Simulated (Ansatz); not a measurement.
Wanted: the native input for an Ansatz 0.2.0 run.

* Task: electron localisation function
* Functional: PBE
* Potentials or basis: Ansatz PAW
* Cutoff: 420 eV (not typed: the program's choice for these potentials)
* k mesh: 5 × 5 × 4
* Occupations: fermi-dirac, width 0.05 eV
* Spin: collinear spin, ferromagnetic start
* Starting moments: [0.0, 0.0, 3.0, 3.0, 0.0, 0.0, 0.0, 0.0, 0.0] μB

The system is CsLiCr2Te2S3.

```xyz
9
Lattice="3.4216 -5.1807 0.0078 3.4216 5.1807 0.0078 -2.9041 0.0000 7.4309" Properties=species:S:1:pos:R:3 pbc="T T T"
Cs    0.6167    0.0000    0.0649
Li    2.4219    0.0000    4.1212
Cr    0.1728    2.1297    4.1498
Cr    0.1728   -2.1297    4.1498
Te    4.0786    1.5993    2.1688
Te    4.0786   -1.5993    2.1688
S     2.0049   -2.1476    5.4598
S     2.0049    2.1476    5.4598
S     0.0600    0.0000    3.5978
```

The cell was built by a generator and needn't be a form met in nature.

These files were run (other wordings do the same):

input.yaml

```yaml
crystal:
  lattice:
    - [3.42162, -5.18069, 0.00784]
    - [3.42162, 5.18069, 0.00784]
    - [-2.90411, 0.0, 7.43093]
  atoms:
    - { symbol: Cs, position: [0.09374, 0.09374, 0.00853] }
    - { symbol: Li, position: [0.58875, 0.58875, 0.55336] }
    - { symbol: Cr, position: [0.05646, 0.46755, 0.5579], spin: 3.0 }
    - { symbol: Cr, position: [0.46755, 0.05646, 0.5579], spin: 3.0 }
    - { symbol: Te, position: [0.56486, 0.87357, 0.29035] }
    - { symbol: Te, position: [0.87357, 0.56486, 0.29035] }
    - { symbol: S, position: [0.81151, 0.39697, 0.73347] }
    - { symbol: S, position: [0.39697, 0.81151, 0.73347] }
    - { symbol: S, position: [0.21404, 0.21404, 0.48371] }
hamiltonian:
  xc: pbe
  pseudopotentials: { kind: paw }
magnetization:
  spin_polarized: true
kpoints:
  mp_grid: { grid: [5, 5, 4] }
scf:
  occupations: { method: fermi_dirac, width: 0.05 }
output:
  forces: true
  stress: true
  eigenvalues: true
  write_density: true
  write_potential: true
  elf: true
  volumetric_format: npy
```

Potentials or basis: Ansatz PAW.

Run with:

```console
$ ansatz run input.yaml --threads 8 --pin off --max-ram 20480MiB --backend cpu --events-out ev --progress --plain --runs-dir out
```

Results of the run:

- Pressure: 0.0 GPa
- Largest force: 0.016 eV/Å
- Band gap on the k mesh: none (metal or under the smearing width)
- Net moment: 4.01 μB per cell
- Absolute moment: 5.76 μB per cell
- Site moments: Cs -0.00; Li +0.00; Cr +2.02; Te -0.13; S -0.06, -0.05 μB

Caveat: only a ferromagnetic start was run, and an antiferromagnetic order may lie lower in energy.

Wall time 24 s on 8 threads of Intel(R) Xeon(R) 6975P-C (Granite Rapids) (shared host), peak memory 1.5 GiB.
